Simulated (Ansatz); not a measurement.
# LiEuYO2 (Cm) in Ansatz: single point with PBE

Aim: the single point of LiEuYO2 with PBE.

Everything below comes from runs of Ansatz 0.2.0. Logs are shortened: lines on timing, memory, paths and dates and some standing lists are left out, and cuts for length are marked.

## (1) The crystal as given

It takes space group Cm (No. 8, monoclinic). The conventional cell has a = 6.105 Å, b = 3.381 Å, c = 8.723 Å, α = 90.00°, β = 94.17°, γ = 90.00°. Eu (site symmetry m) has 3 O at 2.63 to 2.78 Å as nearest neighbours. Around Y (site symmetry m) lie 6 O at 2.31 to 2.39 Å. O (site symmetry m) has 2 Li at 2.24 Å and 3 Y at 2.31 Å as nearest neighbours. O (site symmetry m) is surrounded by 3 Y at 2.32 to 2.39 Å and 2 Eu at 2.63 Å. Li (site symmetry m) has 2 O at 2.24 Å as nearest neighbours.

The cell comes from a database or a generator and needn't be the stable form of this composition.

## (2) Single point, PBE, collinear spin, ferromagnetic start

File input.yaml:

```yaml
crystal:
  lattice:
    - [3.0526041525, -1.6903766328, 0.0]
    - [3.0526041525, 1.6903766328, 0.0]
    - [-0.633720691, 0.0, 8.6995919975]
  atoms:
    - { symbol: Eu, position: [0.082239, 0.082239, 0.131508], spin: 8.5 }
    - { symbol: "Y", position: [0.434692, 0.434692, 0.479061] }
    - { symbol: O, position: [0.122234, 0.122234, 0.612554] }
    - { symbol: O, position: [0.755262, 0.755262, 0.337881] }
    - { symbol: Li, position: [0.720156, 0.720156, 0.772329] }
hamiltonian:
  xc: pbe
  pseudopotentials: { kind: paw }
magnetization:
  spin_polarized: true
kpoints:
  mp_grid: { grid: [9, 9, 3] }
scf:
  occupations: { method: fermi_dirac, width: 0.05 }
output:
  forces: true
  stress: true
  eigenvalues: true
```

Potentials or basis: Ansatz PAW.

Run with:

```console
> ansatz run input.yaml --threads 2 --pin off --max-ram 5120MiB --backend cpu --events-out ev --progress --plain --runs-dir out
```

Standard output:

```text
Warning: where an SCF of this run starts from atoms to list the orders of its open shells, Eu (site 0, from 0) starts with 6.32 μB on its 4f shell and 0.68 μB on its 5d shell, in the place of the 8.50 μB that the deck gives it: its open shells can hold no more by Hund's first rule. To start from spheres of the given moment, type scf.initial_density.shell_occupations: []
Warning: RAYON_NUM_THREADS=2 ignored (pool sized by the plan → 2); use --threads N
Engine: ansatz 0.2.0, aarch64-unknown-linux-gnu
Pseudopotentials: kind: paw
Pseudopotential: Eu, paw, valence charge 17, recommended cutoff 420 eV (normal), Eu.paw.azcp
Pseudopotential: Y, paw, valence charge 11, recommended cutoff 420 eV (normal), Y.paw.azcp
Pseudopotential: O, paw, valence charge 6, recommended cutoff 420 eV (normal), O.paw.azcp
Pseudopotential: Li, paw, valence charge 3, recommended cutoff 420 eV (normal), Li.paw.azcp
Functional definition: PBE
  parameter kappa = 0.804
  parameter beta = 0.06672455060314922
  exchange = pbe_x(kappa = kappa, mu = beta*pi^2/3)
  correlation = pbe_c(beta = beta)
Crystal: 5 atoms, lattice volume = 89.781 Å³
Basis set: ecut = 420 eV, 1745 PW (Γ), exchange–correlation on 48×48×120 points (8 copies of the dense FFT grid, shifted against one another)
Bands: 31, of which v1, the nominal top of the filled ones, is band 22 counted from 1 (21 counted from 0)
Symmetry: 2 space group operations
Space group: Cm (ITA 8), of the structure as read, at distance tolerance 4.5e-5 Å
Magnetic group: BNS 8.32 (UNI 39), of the structure as read, at distance tolerance 4.5e-5 Å
k-points: 70 of 243 (time reversal used)
Non-local potential: Eu, projectors of the file, l = 0: 3, l = 1: 2, l = 2: 2, l = 3: 3
Non-local potential: Y, projectors of the file, l = 0: 3, l = 1: 2, l = 2: 2, l = 3: 1
Non-local potential: O, projectors of the file, l = 0: 2, l = 1: 2, l = 2: 1
Non-local potential: Li, projectors of the file, l = 0: 3, l = 1: 2, l = 2: 1
PAW form: soft (Blöchl's): semilocal exchange-correlation on the pseudo side does not see the compensation charge
PAW one-centre angular grid: Eu, 590 points (default); XC on 64 Gauss nodes
PAW one-centre angular grid: Y, 590 points (default); XC on 64 Gauss nodes
PAW one-centre angular grid: O, 110 points (default); XC on 64 Gauss nodes
PAW one-centre angular grid: Li, 110 points (default); XC on 64 Gauss nodes
Initial density: superposition of atomic densities (chi_scale 0.1, normalization cell, long waves kept (reshape's long-wave potential 0.49 eV rms))
Starting moments: Σ|m| = 8.5 μB on 1 of 5 sites
Initial wavefunctions: pseudopotential atomic-orbital guess
Functional: x = pbe(κ = 0.804, μ = 0.2195149727645171), c = pbe(β = 0.06672455060314922)
[... 16 lines left out ...]
SCF iter  14: F=—  HF=-13960.688636 eV  |F-HF|=—  |Δ(HF+E_count)|=   7.60e-6  Δρ=2.16e-5 (↑2.16e-5 ↓1.47e-5)  dr2=4.61e-7  dr2_m=1.75e-7  M=7.700 μB ∫|m|=7.736 μB  β_m=0.96  ethr=4.60e-9  ⟨swp⟩=2.7  Hψ=7322  notcnv=0  defer=210
SCF iter  15: F=—  HF=-13960.688638 eV  |F-HF|=—  |Δ(HF+E_count)|=   1.87e-6  Δρ=1.42e-5 (↑1.42e-5 ↓1.19e-5)  dr2=3.19e-7  dr2_m=6.41e-8  M=7.703 μB ∫|m|=7.739 μB  β_m=0.98  ethr=1.07e-9  ⟨swp⟩=2.3  Hψ=6607  notcnv=0  defer=210
SCF iter  16: F=—  HF=-13960.688639 eV  |F-HF|=—  |Δ(HF+E_count)|=   9.97e-7  Δρ=5.41e-6 (↑5.41e-6 ↓4.04e-6)  dr2=5.89e-8  dr2_m=8.97e-9  M=7.706 μB ∫|m|=7.742 μB  β_m=0.91  ethr=7.43e-10  ⟨swp⟩=2.6  Hψ=6972  notcnv=0  defer=210
SCF iter  17: F=-13960.688639 eV  HF=-13960.688639 eV  |F-HF|=6.06e-9  |Δ(HF+E_count)|=   1.19e-7  Δρ=2.87e-6 (↑2.87e-6 ↓1.89e-6)  dr2=1.64e-8  dr2_m=2.65e-9  M=7.707 μB ∫|m|=7.743 μB  ethr=1.37e-10  ⟨swp⟩=7.5  Hψ=20592  notcnv=0
SCF 1 converged in 17 iterations: F = -13960.688639 eV  dr2 = 1.64e-8
SCF converged after 17 iterations
Magnetization: 7.7069 μB (25.3534 up, 17.6466 down)
Absolute magnetization: 7.7426 μB (∫|ρ↑−ρ↓|, with the PAW one-centre terms)
Spin contamination: 0.0329 ħ² per cell (⟨S²⟩ above its minimum at these occupations)
Per-site moments (μB) at R_I (Å): [(6.785035152566912, 1.0864777565905512), (0.01858858288278354, 0.9512246866795195), (0.009338220131816866, 0.9256929454571116), (-0.01341308707679687, 0.9565983126646757), (0.007092270590958482, 0.9256929454571116)]
Free energy (F): -13960.688639 eV
Harris-Foulkes:  -13960.688639 eV  (|F-HF|=6.06e-9)
Internal energy: -13960.662034 eV  (E = F + TS)
E sigma→0 (E₀):  -13960.675337 eV
Entropy (-TS):   -0.026605 eV (-5.321 meV/atom)
Fermi energy:    10.169900 eV
--- Per-component energies (eV) ---
  E_band       = -225.269762
  E_kinetic    = 1035.341383
  E_local      = -4451.758992  (includes V_loc(G=0)·N_el)
  E_nonlocal   = 579.352731
  E_hartree    = 1788.239100
  E_xc         = -513.650218
  E_vxc        = -610.383511  (∫ρ·V_xc dr)
  E_paw        = -9546.716622  (= ΣΔE_a)
  E_vpaw       = -354.302335  (= ΣTr[D̂ρ^β])
  E_aug_tail   = 0.004855  (compensation charges beyond the density's cutoff)
  E_ewald      = -2851.474272
  E_smearing   = -0.026605  (= −TS)
  E_closure    = 0.000000  (closes the sum)
  Σ components = -13960.688639   (vs F -13960.688639, Δ=0.00e0)
--- Forces (eV/Å), atoms counted from 1 ---
  atom   1  Eu    -0.03689427     0.00000000     0.05347990
  atom   2  Y     -0.00941217     0.00000000    -0.01119831
  atom   3  O      0.02507730     0.00000000    -0.09135573
  atom   4  O      0.00537524     0.00000000     0.05563983
  atom   5  Li     0.01585396    -0.00000000    -0.00654301
  max |Σ_I F_I| component: 2.27e-5 eV/Å
--- Stress (GPa, compression-positive) ---
       -0.515206       0.000000       0.454845
        0.000000      -0.679054      -0.000000
        0.454845      -0.000000      -0.410000
  P = ⅓ Tr σ = -0.5348 GPa (-5.348 kbar)
--- Band table (eV; the first three rows and the last of 140) ---
  k-point 0 ↑: bands = ["-37.0202", "-33.1494", "-31.5068", "-13.7675", "-12.9053", "-12.8653", "-10.6677", "-9.8482", "-9.7837", "-9.1034", "-8.1762", "3.6145", "4.3836", "4.4674", "5.3186", "5.9385", "5.9659", "7.3592", "9.1960", "9.5306", "9.5649", "9.5801", "9.6640", "9.6782", "9.6978", "9.7198", "11.6058", "11.6843", "12.2427", "12.5020", "12.8370"]
  k-point 1 ↑: bands = ["-37.0202", "-33.1494", "-31.5068", "-13.7674", "-12.9053", "-12.8653", "-10.6696", "-9.8482", "-9.7837", "-9.0985", "-8.1795", "3.6626", "4.3826", "4.4671", "5.1589", "5.9391", "5.9662", "7.6227", "9.1893", "9.4875", "9.5559", "9.5798", "9.6056", "9.6782", "9.6983", "9.7200", "11.2845", "11.6499", "12.2441", "12.5231", "13.0404"]
  k-point 2 ↑: bands = ["-37.0198", "-33.1384", "-31.4936", "-13.7151", "-13.0641", "-12.9181", "-10.6031", "-9.9614", "-9.8624", "-8.9625", "-8.2622", "3.7709", "4.3221", "4.4686", "5.4624", "5.6534", "5.8894", "7.6522", "9.1896", "9.5371", "9.5456", "9.5731", "9.5948", "9.6157", "9.7063", "9.9508", "11.5384", "11.9240", "12.2454", "12.3682", "12.8861"]
  k-point 69 ↓: bands = ["-37.0086", "-33.0445", "-28.2382", "-14.0469", "-13.2060", "-13.1239", "-9.5068", "-8.4005", "-8.0541", "-7.6571", "-7.4580", "3.7540", "4.6095", "4.8046", "5.2675", "5.4591", "5.6953", "10.1873", "11.0028", "11.4984", "12.3776", "13.1407", "13.7237", "14.0129", "14.0873", "14.1334", "14.3556", "14.4311", "14.4581", "14.5492", "14.7154"]
```

Wall time 30 s (2 threads of Arm Neoverse V2, shared host); peak memory 0.56 GiB.

Results:

- Free energy: -13960.6886 eV
- Pressure: -0.5 GPa
- Largest force: 0.095 eV/Å
- Band gap on the k mesh: none (metal or under the smearing width)
- Net moment: 7.71 μB per cell
- Absolute moment: 7.74 μB per cell
- Site moments: Eu +6.79; Y +0.02; O +0.01, -0.01; Li +0.01 μB

Forces in eV/Å, atoms in the order of the input:
```
Eu  -0.037  0.000  0.053
Y   -0.009  0.000 -0.011
O    0.025  0.000 -0.091
O    0.005  0.000  0.056
Li   0.016  0.000 -0.007
```

Levels at points of the mesh, in eV from the Fermi level:
Spin up:
```csv
k point,band 23,band 24,band 25,band 26,band 27,band 28
"(0.00, 0.00, 0.00)",-0.51,-0.49,-0.47,-0.45,1.44,1.51
```
Spin down:
```csv
k point,band 15,band 16,band 17,band 18,band 19,band 20,band 21,band 22
"(0.00, 0.00, 0.00)",-4.70,-4.21,-4.18,-1.92,0.56,1.75,1.88,2.43
```

Caveat: spin-orbit coupling is left out, which moves the levels of the heavy elements; a cell with one magnetic atom can't hold antiferromagnetic order, which such compounds often take; without U or exact exchange the open f shell lies at the Fermi level, which spoils levels, moments and volumes. With open d or f shells a metallic result of PBE can be an artefact of self-interaction; +U or a hybrid may open a gap.
